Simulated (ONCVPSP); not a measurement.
# An ONCV potential for Cu, from input to tests

Do these settings give a usable potential? It is generated, then checked for transferability, scattering, ghosts and hardness.

Program: ONCVPSP 4.0.1.1 (patched build). Reference atom: PBE, scalar-relativistic, spherical and spin-unpolarised. All values are calculated.

## 1. Settings

The settings as typed:

* element: copper (Cu, Z = 29)
* type: optimised norm-conserving Vanderbilt (ONCV)
* frozen core: [Ne]
* valence charge: 19
* reference configuration: 3s2 3p6 3d10 4s1
* partial waves: 3s+4s: rc 1.20 bohr, ncon 4, nbas 8, qcut 13.3 1/bohr, 3 projectors, debl 3.6 Ha; 3p: rc 0.80 bohr, ncon 5, nbas 9, qcut 10.1 1/bohr, 2 projectors, debl 1.8 Ha; 3d: rc 0.85 bohr, ncon 5, nbas 10, qcut 20.9 1/bohr, 2 projectors, debl 3.3 Ha
* local potential: polynomial inside 0.50 bohr (lpopt 5, dvloc0 6 Ha)
* core correction: Teter function, fcfact 4, rcfact 1.7

An earlier all-electron run gives the scale for the radii.

All-electron outer shells of the reference configuration (PBE, scalar-relativistic, ld1.x):

```csv
shell,level (eV),outermost node (bohr),outermost maximum (bohr)
2p,-916.98,–,0.16
3s,-114.70,0.29,0.61
3p,-72.14,0.26,0.62
3d,-5.04,–,0.60
4s,-4.61,0.89,2.27
4p,-0.70,0.97,3.65
```

## 2. Generation

File Cu.dat:

```
# ATOM AND REFERENCE CONFIGURATION
# atsym  z   nc   nv     iexc    psfile
  Cu 29.00    3    4        4      upf
#
#   n    l    f
    1    0    2.00
    2    0    2.00
    2    1    6.00
    3    0    2.00
    3    1    6.00
    3    2   10.00
    4    0    1.00
#
# PSEUDOPOTENTIAL AND OPTIMIZATION
# lmax
    2
#
#   l,   rc,      ep,       ncon, nbas, qcut
    0    1.20    0.00    4    8   13.30
    1    0.80    0.00    5    9   10.10
    2    0.85    0.00    5   10   20.90
#
# LOCAL POTENTIAL
# lloc, lpopt,  rc(5),   dvloc0
    4    5    0.50    6.00
#
# VANDERBILT-KLEINMAN-BYLANDER PROJECTORs
# l, nproj, debl
    0    3    3.60
    1    2    1.80
    2    2    3.30
#
# MODEL CORE CHARGE
# icmod, fcfact, rcfact
    3    4.00    1.70
#
# LOG DERIVATIVE ANALYSIS
# epsh1, epsh2, depsh
   -6.00    5.00    0.04
#
# OUTPUT GRID
# rlmax, drl
    6.00    0.01
#
# TEST CONFIGURATIONS
# ncnf
    4
# nvcnf
#   n    l    f
    4
    3    0    2.00
    3    1    6.00
    3    2   10.00
    4    0    0.00
#
    4
    3    0    2.00
    3    1    6.00
    3    2    9.00
    4    0    0.00
#
    4
    3    0    2.00
    3    1    6.00
    3    2    8.00
    4    0    0.00
#
    4
    3    0    2.00
    3    1    6.00
    3    2    9.00
    4    0    1.00
#
```

The run is started by

```console
$ oncvpsp.x < Cu.dat > Cu.out
```

**Question.** What will these runs give? Wanted: cutoffs for 1 and 0.1 mHa per electron, occupied waves; bound ghosts; GHOST(+) flags; largest test error; largest phase difference near zero energy, channels read; rms error of d²Exc/dn², without and with the model core; projector energies reset by the program.

The runs gave:

```
                                                quantity                                             value
  cutoffs for 1 and 0.1 mHa per electron, occupied waves                                 152 Ha and 370 Ha
                                            bound ghosts                                        none found
                                          GHOST(+) flags                                       s at 782 eV
                            largest test error (AE − PS)  -1.3 meV, for 3s2 3p6 3d9 4s0 (2 tests unsolved)
largest phase difference near zero energy, channels read                                         0.000 rad
 rms error of d²Exc/dn², without and with the model core                                 1.60 and 2.17 mHa
                 projector energies reset by the program                               p: -2.651, 0.250 Ha
```

**Reading.** The worst unpolarised test, 3s2 3p6 3d9 4s0, is off by 1.3 meV on 29.5 eV; by total energies transferability rates as very good where solved. Of the tests 2 gave no usable energy difference, which is a warning in itself. By its cutoff, 152 Ha for the looser tolerance, it is very hard. At the looser tolerance the 3d wave is the slowest; 3p needs 116 Ha. The program's ghost test flags no bound state. Near zero energy the phases of the channels with partial waves agree within 0.001 rad. The program also flags highly localised states, GHOST(+) (s). These are tests on the free atom; a crystal test is still owed.
